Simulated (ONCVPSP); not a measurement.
**An ONCV potential for iodine, from input to tests**

Do these settings give a usable potential? It is generated, then checked for transferability, scattering, ghosts and hardness.

The numbers are computed with ONCVPSP 4.0.1.1 (patched build) (PBE, scalar-relativistic, spin-unpolarised reference atom).

## (1) Settings

The settings as typed:

* element: iodine (I, Z = 53)
* type: optimised norm-conserving Vanderbilt (ONCV)
* frozen core: [Ar] 3d10
* valence charge: 25
* reference configuration: 4s2 4p6 4d10 5s2 5p5
* partial waves: 4s+5s: rc 1.35 bohr, ncon 4, nbas 7, qcut 6.9 1/bohr, 2 projectors; 4p+5p: rc 1.40 bohr, ncon 3, nbas 7, qcut 8 1/bohr, 2 projectors; 4d: rc 1.50 bohr, ncon 4, nbas 9, qcut 9.9 1/bohr, 2 projectors, debl 2.9 Ha
* local potential: polynomial inside 0.85 bohr (lpopt 4, dvloc0 1 Ha)
* core correction: polynomial model core, fcfact 0.35

The nodes and maxima of the atom's own shells, from an earlier all-electron run, set the scale for the radii.

All-electron outer shells of the reference configuration (PBE, scalar-relativistic, ld1.x):

```csv
shell,level (eV),outermost node (bohr),outermost maximum (bohr)
3p,-859.35,0.13,0.28
3d,-605.97,–,0.23
4s,-180.60,0.37,0.68
4p,-127.57,0.37,0.72
4d,-50.28,0.35,0.78
5s,-17.41,0.88,1.70
5p,-7.09,0.96,2.02
```

## (2) Generation

Contents of I.dat:

```
# ATOM AND REFERENCE CONFIGURATION
# atsym  z   nc   nv     iexc    psfile
  I 53.00    6    5        4      upf
#
#   n    l    f
    1    0    2.00
    2    0    2.00
    2    1    6.00
    3    0    2.00
    3    1    6.00
    3    2   10.00
    4    0    2.00
    4    1    6.00
    4    2   10.00
    5    0    2.00
    5    1    5.00
#
# PSEUDOPOTENTIAL AND OPTIMIZATION
# lmax
    2
#
#   l,   rc,      ep,       ncon, nbas, qcut
    0    1.35    0.00    4    7    6.90
    1    1.40    0.00    3    7    8.00
    2    1.50    0.00    4    9    9.90
#
# LOCAL POTENTIAL
# lloc, lpopt,  rc(5),   dvloc0
    4    4    0.85    1.00
#
# VANDERBILT-KLEINMAN-BYLANDER PROJECTORs
# l, nproj, debl
    0    2    2.60
    1    2    2.40
    2    2    2.90
#
# MODEL CORE CHARGE
# icmod, fcfact, rcfact
    1    0.35    0.00
#
# LOG DERIVATIVE ANALYSIS
# epsh1, epsh2, depsh
   -8.00    5.00    0.04
#
# OUTPUT GRID
# rlmax, drl
    6.00    0.01
#
# TEST CONFIGURATIONS
# ncnf
    4
# nvcnf
#   n    l    f
    5
    4    0    2.00
    4    1    6.00
    4    2   10.00
    5    0    2.00
    5    1    4.00
#
    5
    4    0    2.00
    4    1    6.00
    4    2   10.00
    5    0    2.00
    5    1    3.00
#
    5
    4    0    2.00
    4    1    6.00
    4    2   10.00
    5    0    2.00
    5    1    2.00
#
    5
    4    0    2.00
    4    1    5.00
    4    2   10.00
    5    0    2.00
    5    1    5.00
#
```

Run with:

```sh
$ oncvpsp.x < I.dat > I.out
```

What does the calculation give? Wanted: cutoffs for 1 and 0.1 mHa per electron, occupied waves; bound ghosts; GHOST(+) flags; largest test error; largest phase difference near zero energy, channels read; rms error of d²Exc/dn², without and with the model core.

**Answer**, as computed:

| quantity | value |
| --- | --- |
| cutoffs for 1 and 0.1 mHa per electron, occupied waves | 40 Ha and 85 Ha |
| bound ghosts | none found |
| GHOST(+) flags | none at low energy |
| largest test error (AE − PS) | -168 meV, for 4s2 4p5 4d10 5s2 5p5 |
| largest phase difference near zero energy, channels read | 0.001 rad |
| rms error of d²Exc/dn², without and with the model core | 4.44 and 1.99 mHa |

**Reading.** By total energies transferability is fair for so large an energy: the largest error is 168 meV on 136.4 eV, for 4s2 4p5 4d10 5s2 5p5. That test lies far up in energy; among those under 40 eV, nearer to bonding, the largest error is 7.3 meV. It counts as hard, with 40 Ha needed at the looser tolerance. At the looser tolerance the 4d wave is the slowest; 5s needs 28 Ha. The program's ghost test flags no bound state. Near zero energy the phases of the channels with partial waves agree within 0.001 rad.
